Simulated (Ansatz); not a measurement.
# TmCdBr: the cost of one run

Computed with Ansatz 0.2.0 (DFT PBE, scalar-relativistic, plane waves, PAW; 4f electrons in the core of a trivalent norm-conserving potential, unless a step's input says otherwise).

**1. The system as given**

The structure is hexagonal, space group P-6m2 (No. 187). Conventional cell: a = 4.464 Å, b = 4.464 Å, c = 4.459 Å, α = 90.00°, β = 90.00°, γ = 120.00°. Tm (site symmetry -6m2) has 3 Br at 2.58 Å in its first shell of neighbours. Cd (site symmetry -6m2) is surrounded by 6 Tm at 3.41 Å and 6 Br at 3.41 Å. Around Br (site symmetry -6m2) lie 3 Tm at 2.58 Å and 6 Cd at 3.41 Å.

Structure file:

```cif
data_structure
_symmetry_space_group_name_H-M 'P-6m2'
_symmetry_Int_Tables_number 187
_cell_length_a 4.4638
_cell_length_b 4.4638
_cell_length_c 4.4585
_cell_angle_alpha 90.000
_cell_angle_beta 90.000
_cell_angle_gamma 120.000
_cell_volume 76.94
loop_
_atom_site_label
_atom_site_type_symbol
_atom_site_symmetry_multiplicity
_atom_site_Wyckoff_symbol
_atom_site_fract_x
_atom_site_fract_y
_atom_site_fract_z
_atom_site_occupancy
Tm1 Tm 1 f 0.66667 0.33333 0.50000 1
Cd1 Cd 1 c 0.33333 0.66667 0.00000 1
Br1 Br 1 b 0.00000 0.00000 0.50000 1
```

A structure generator made this guess: species swapped into a database cell of TaBeB (P-6m2, No. 187), with Cd on the Ta sites, Tm on the Be sites and Br on the B sites. Lengths come from tabulated atomic sizes and are only a guess.

**2. Probe: one point on a coarse mesh**

The input, input.yaml:

```yaml
crystal:
  lattice:
    - [4.46375957, 0.0, 0.0]
    - [-2.23187978, 3.86572918, 0.0]
    - [0.0, 0.0, 4.4585387]
  atoms:
    - { symbol: Tm, position: [0.66666667, 0.33333333, 0.5] }
    - { symbol: Cd, position: [0.33333333, 0.66666667, 0.0] }
    - { symbol: Br, position: [0.0, 0.0, 0.5] }
basis:
  ecutwfc: 690
kpoints:
  mp_grid: { grid: [6, 6, 4] }
hamiltonian:
  xc: pbe
  pseudopotentials:
    kind: paw
    azcp: { Tm: "pseudopotentials/pbe/nc/lanthanide_3plus/Tm.nc.azcp" }
scf:
  occupations: { method: gaussian, width: 0.1 }
  lower_state_search: "off"
output:
  forces: true
  stress: true
  eigenvalues: true
```

The run is started by

```bash
$ ansatz run input.yaml --threads 1 --pin off --max-ram 2560MiB --backend cpu --events-out ev --progress --plain --runs-dir out
```

Q: Estimate wall time and peak memory on 1 thread of Arm Neoverse V2, shared host.

About 5.8 s, with a peak of 0.34 GiB.
